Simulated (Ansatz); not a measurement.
# CuSn2: the cost of one run

Computed with Ansatz 0.2.0 (DFT PBE, scalar-relativistic, plane waves, PAW, unless a step's input says otherwise).

1 further run of the same task is left out (it didn't finish).

## (1) Starting point

The structure is trigonal, space group P-3m1 (No. 164). The conventional cell has a = 3.208 Å, b = 3.208 Å, c = 15.461 Å, α = 90.00°, β = 90.00°, γ = 120.00°. Cu (site symmetry 3m) has 9 Cu at 3.17 to 3.21 Å and 3 Sn at 3.17 Å as nearest neighbours. Sn (site symmetry 3m) is surrounded by 3 Cu at 3.17 Å and 9 Sn at 3.17 to 3.21 Å. Around Sn (site symmetry 3m) lie 12 Sn at 3.17 to 3.21 Å.

Structure file:

```cif
data_structure
_symmetry_space_group_name_H-M 'P 1'
_symmetry_Int_Tables_number 1
_cell_length_a 3.2084
_cell_length_b 3.2084
_cell_length_c 15.4614
_cell_angle_alpha 90.000
_cell_angle_beta 90.000
_cell_angle_gamma 120.000
_cell_volume 137.84
loop_
_atom_site_label
_atom_site_type_symbol
_atom_site_fract_x
_atom_site_fract_y
_atom_site_fract_z
_atom_site_occupancy
Cu1 Cu 0.33333 0.66667 0.41667 1
Cu2 Cu 0.66667 0.33333 0.58333 1
Sn1 Sn 0.33333 0.66667 0.75000 1
Sn2 Sn 0.33333 0.66667 0.08333 1
Sn3 Sn 0.66667 0.33333 0.91667 1
Sn4 Sn 0.66667 0.33333 0.25000 1
```

The start is an ordering of an alloy on its end members' structure types: elements ordered on the sites of the Pb type, Cu/Sn on Pb (P-3m1, No. 164).

## (2) Probe: one point on a coarse mesh

Input file input.yaml:

```yaml
crystal:
  lattice:
    - [3.2084458, 0.0, 0.0]
    - [-1.6042229, 2.77859557, 0.0]
    - [0.0, 0.0, 15.46139001]
  atoms:
    - { symbol: Cu, position: [0.33333333, 0.66666667, 0.41666667] }
    - { symbol: Cu, position: [0.66666667, 0.33333333, 0.58333333] }
    - { symbol: Sn, position: [0.33333333, 0.66666667, 0.75] }
    - { symbol: Sn, position: [0.33333333, 0.66666667, 0.08333333] }
    - { symbol: Sn, position: [0.66666667, 0.33333333, 0.91666667] }
    - { symbol: Sn, position: [0.66666667, 0.33333333, 0.25] }
basis:
  ecutwfc: 420
kpoints:
  mp_grid: { grid: [6, 6, 1] }
hamiltonian:
  xc: pbe
scf:
  occupations: { method: gaussian, width: 0.1 }
  lower_state_search: "off"
output:
  forces: true
  stress: true
  eigenvalues: true
```

On the command line:

```console
ansatz run input.yaml --threads 1 --pin off --max-ram 2560MiB --backend cpu --events-out ev --progress --plain --runs-dir out
```

Q: Estimate wall time and peak memory on 1 thread of Intel Xeon 6975P-C (Granite Rapids), shared host.

About 1.7 s, with a peak of 0.45 GiB.
